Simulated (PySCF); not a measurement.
# C₆H₁₀NP: magnetic properties

Wanted: magnetic properties for C₆H₁₀NP (`CP(C)n1cccc1`).

Computed with PySCF 2.14.0 and routines of our own; the level stands in each step. Atoms count from 0.

## 1. The system as given

18 atoms, charge 0, multiplicity 1; geometry from: GFN2-xTB.

## 2. Magnetic properties: GIAO KT3/pcSseg-1

Job settings and geometry (Å):

```
{"job": {"kind": "mag", "xc": "KT3", "basis": "pcSseg-1", "isotopologues": 2}, "charge": 0, "multiplicity": 1}
C     -1.673862     1.361880    -0.808368
P     -1.098309     0.623192     0.791959
C     -1.940780    -1.020564     0.629756
N      0.501211     0.161609     0.325080
C      1.599678     0.489350     1.076532
C      2.717274    -0.001321     0.472553
C      2.292323    -0.660880    -0.702838
C      0.936177    -0.544332    -0.764956
H     -2.729023     1.611268    -0.714274
H     -1.538371     0.675971    -1.642691
H     -1.116751     2.277529    -0.998049
H     -3.007862    -0.879069     0.790226
H     -1.778792    -1.463393    -0.351419
H     -1.560431    -1.691933     1.397505
H      1.484177     1.050105     1.984156
H      3.728054     0.092814     0.818723
H      2.920159    -1.160598    -1.414991
H      0.256368    -0.915310    -1.507224
```

With the program's defaults for keys left out, this is: GIAO KT3/pcSseg-1 magnetisability, rotational g tensor and spin-rotation constants, non-relativistic, gas phase.

Command:

```sh
OMP_NUM_THREADS=1 python excited_run.py task.json out
```

One launch serves the whole session: the jobs run in the order shown.

The log of the run:

```text
coarse grid: 15408 points
cycle   1  E = -637.8197709802  dE =  1.020e+00  |g| = 6.494e-01  |ddm| = 4.009e+00
cycle   2  E = -637.6548211245  dE =  1.649e-01  |g| = 1.005e+00  |ddm| = 1.619e+00
cycle   3  E = -637.9275656012  dE = -2.727e-01  |g| = 1.990e-01  |ddm| = 1.149e+00
cycle   4  E = -637.9374028658  dE = -9.837e-03  |g| = 6.709e-02  |ddm| = 2.694e-01
cycle   5  E = -637.9384408560  dE = -1.038e-03  |g| = 1.704e-02  |ddm| = 7.965e-02
cycle   6  E = -637.9384939585  dE = -5.310e-05  |g| = 7.305e-03  |ddm| = 2.122e-02
cycle   7  E = -637.9385058392  dE = -1.188e-05  |g| = 2.207e-03  |ddm| = 7.803e-03
cycle   8  E = -637.9385071131  dE = -1.274e-06  |g| = 6.189e-04  |ddm| = 2.821e-03
final grid: 143888 points
cycle   9  E = -637.9473332569  dE = -2.531e-04  |g| = 9.665e-03  |ddm| = 7.211e-02
cycle  10  E = -637.9473194209  dE =  1.384e-05  |g| = 1.046e-02  |ddm| = 1.468e-02
cycle  11  E = -637.9473369053  dE = -1.748e-05  |g| = 4.997e-03  |ddm| = 1.347e-02
cycle  12  E = -637.9473421724  dE = -5.267e-06  |g| = 1.494e-03  |ddm| = 5.393e-03
cycle  13  E = -637.9473427964  dE = -6.240e-07  |g| = 2.012e-04  |ddm| = 1.784e-03
cycle  14  E = -637.9473428037  dE = -7.323e-09  |g| = 1.114e-04  |ddm| = 3.001e-04
cycle  15  E = -637.9473428068  dE = -3.165e-09  |g| = 3.050e-05  |ddm| = 1.288e-04
cycle  16  E = -637.9473428071  dE = -2.356e-10  |g| = 8.943e-06  |ddm| = 3.895e-05
converged SCF energy = -637.9473428071

Magnetisability tensor (1e-30 J/T^2)
    -1267.72      -55.70       27.74
      -55.70    -1710.72      310.55
       27.74      310.55    -1383.26
isotropic -1453.90   principal values   -1904.10  -1262.05  -1195.55
isotropic susceptibility -87.556 1e-6 cm^3/mol

Inertial axes            a          b          c
rot. const./GHz      3.5959     1.1657     1.1396
chi total           -75.849    -72.152   -114.667
chi diamagnetic    -471.901  -1159.149  -1174.815
chi paramagnetic    396.051   1086.998   1060.148
quadrupole/D A        3.075      0.476     -3.552
g nuclear            0.6284     0.5809     0.5776
g electronic        -0.6691    -0.5953    -0.5676
g total             -0.0406    -0.0144     0.0100

Spin-rotation constants (kHz, H = +C I.J)
atom  isotope        aa         bb         cc
  1    31P        4.797      1.824      2.105
  3    14N        0.514      0.136      0.060
  8     1H        0.089     -0.141     -0.123
  9     1H       -0.385      0.024     -0.119
 10     1H       -0.325     -0.123      0.001
 11     1H        0.089     -0.141     -0.123
 12     1H       -0.385      0.024     -0.119
 13     1H       -0.324     -0.122      0.000
 14     1H       -0.315      0.113     -0.125
 15     1H        0.235     -0.073     -0.123
 16     1H       -0.009      0.011     -0.122
 17     1H       -0.172      0.061     -0.119
  0    13C*       0.556      0.175      0.169
  4    13C*       1.082      0.481      0.211
  5    13C*       1.328      0.383      0.149
* in the singly substituted isotopologue

Isotopologues: g along a, b, c
2H    at 8,9,10,11,12,1    -0.0326    -0.0124     0.0086
13C   at 0                 -0.0401    -0.0140     0.0097
```

It took 48 s on 1 thread of Intel Xeon Platinum 8488C, shared host; peak memory 0.77 GiB.

From this job:

```csv
quantity,value
magnetisability,-1454·10⁻³⁰ J/T²
molar susceptibility,-87.6·10⁻⁶ cm³/mol
"rotational g (a, b, c)","-0.0406, -0.0144, 0.0100"
```

## 3. Magnetic properties: GIAO HCTH407/ANO-RCC-VDZP in benzene

The job, as its differences from that of step 2:

```diff
@@ -1,2 +1,2 @@
-{"job": {"kind": "mag", "xc": "KT3", "basis": "pcSseg-1", "isotopologues": 2}, "charge": 0, "multiplicity": 1}
+{"job": {"kind": "mag", "xc": "HCTH407", "basis": "ANO-RCC-VDZP", "solvent": "benzene"}, "charge": 0, "multiplicity": 1}
 C     -1.673862     1.361880    -0.808368
```

Level: GIAO HCTH407/ANO-RCC-VDZP magnetisability, non-relativistic, IEF-PCM benzene.

The log of the run:

```text
coarse grid: 15408 points
cycle   1  E = -630.5497482161  dE =  9.883e-01  |g| = 6.936e-01  |ddm| = 5.994e+00
cycle   2  E = -630.3624223507  dE =  1.873e-01  |g| = 1.072e+00  |ddm| = 1.962e+00
cycle   3  E = -630.6752962244  dE = -3.129e-01  |g| = 1.903e-01  |ddm| = 1.353e+00
cycle   4  E = -630.6842624054  dE = -8.966e-03  |g| = 6.315e-02  |ddm| = 2.920e-01
cycle   5  E = -630.6851905350  dE = -9.281e-04  |g| = 1.676e-02  |ddm| = 8.006e-02
cycle   6  E = -630.6852458188  dE = -5.528e-05  |g| = 7.604e-03  |ddm| = 2.286e-02
cycle   7  E = -630.6852590729  dE = -1.325e-05  |g| = 1.954e-03  |ddm| = 9.402e-03
cycle   8  E = -630.6852600934  dE = -1.020e-06  |g| = 5.608e-04  |ddm| = 2.925e-03
final grid: 143888 points
cycle   9  E = -630.6719256769  dE = -1.119e-04  |g| = 5.721e-03  |ddm| = 7.643e-02
cycle  10  E = -630.6719121432  dE =  1.353e-05  |g| = 9.232e-03  |ddm| = 1.466e-02
cycle  11  E = -630.6719332661  dE = -2.112e-05  |g| = 1.759e-03  |ddm| = 1.074e-02
cycle  12  E = -630.6719340710  dE = -8.049e-07  |g| = 3.882e-04  |ddm| = 2.519e-03
cycle  13  E = -630.6719341041  dE = -3.318e-08  |g| = 1.560e-04  |ddm| = 5.595e-04
cycle  14  E = -630.6719341099  dE = -5.769e-09  |g| = 6.033e-05  |ddm| = 2.343e-04
cycle  15  E = -630.6719341109  dE = -9.572e-10  |g| = 1.608e-05  |ddm| = 9.109e-05
converged SCF energy = -630.6719341109

Magnetisability tensor (1e-30 J/T^2)
    -1235.14      -56.81       31.51
      -56.81    -1698.96      325.39
       31.51      325.39    -1355.23
isotropic -1429.78   principal values   -1901.41  -1228.89  -1159.03
isotropic susceptibility -86.103 1e-6 cm^3/mol

Inertial axes            a          b          c
rot. const./GHz      3.5959     1.1657     1.1396
chi total           -73.906    -69.899   -114.505
chi diamagnetic    -470.421  -1157.489  -1173.971
chi paramagnetic    396.516   1087.589   1059.466
quadrupole/D A        2.818     -0.089     -2.730
```

Run time: 59 s. Hardware: 1 thread of Intel Xeon Platinum 8488C, shared host; peak memory 0.91 GiB.

In short:

| quantity | value |
| --- | --- |
| magnetisability | -1430·10⁻³⁰ J/T² |
| molar susceptibility | -86.1·10⁻⁶ cm³/mol |

## 4. What came out

| quantity | value |
| --- | --- |
| magnetisability (step 2, GIAO KT3/pcSseg-1) | -1454·10⁻³⁰ J/T² |
| molar susceptibility (step 2, GIAO KT3/pcSseg-1) | -87.6·10⁻⁶ cm³/mol |
| rotational g (a, b, c) (step 2, GIAO KT3/pcSseg-1) | -0.0406, -0.0144, 0.0100 |

The values above hold for this geometry and these levels alone. Vibrational averaging and real surroundings are missing from these values.
